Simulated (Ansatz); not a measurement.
A run of Ansatz 0.2.0:

input.yaml

```yaml
crystal:
  lattice:
    - [2.8584044518, 0.0, 0.0]
    - [-1.4292022259, 2.4754508696, 0.0]
    - [0.0, 0.0, 6.532504]
  atoms:
    - { symbol: Pt, position: [0.6666666667, 0.3333333333, 0.316206] }
    - { symbol: Pt, position: [0.3333333333, 0.6666666667, 0.683794] }
    - { symbol: Mn, position: [0.0, 0.0, 0.0] }
hamiltonian:
  xc: pbe
  pseudopotentials: { kind: paw }
magnetization:
  spin_polarized: true
  initial_magnetization: 0.0
  spin_locking: { lock_magnetization: hard }
kpoints:
  mp_grid: { grid: [9, 9, 4] }
scf:
  occupations: { method: fermi_dirac, width: 0.05 }
  lower_state_search: "off"
output:
  forces: true
  stress: true
  eigenvalues: true
```

Potentials or basis: Ansatz PAW.

Run with:

```sh
$ ansatz run input.yaml --threads 2 --pin off --max-ram 5632MiB --backend cpu --events-out ev --progress --plain --runs-dir out
```

Hardware: 2 threads of Arm Neoverse V1, with other jobs on the host.

Question: How long does it take, and how much memory?

Answer: It took 3.4 s on 2 threads of Arm Neoverse V1 (shared host), peak memory 0.37 GiB. Counts: scf iterations 14, plane waves 897, k points 43, bands 31.
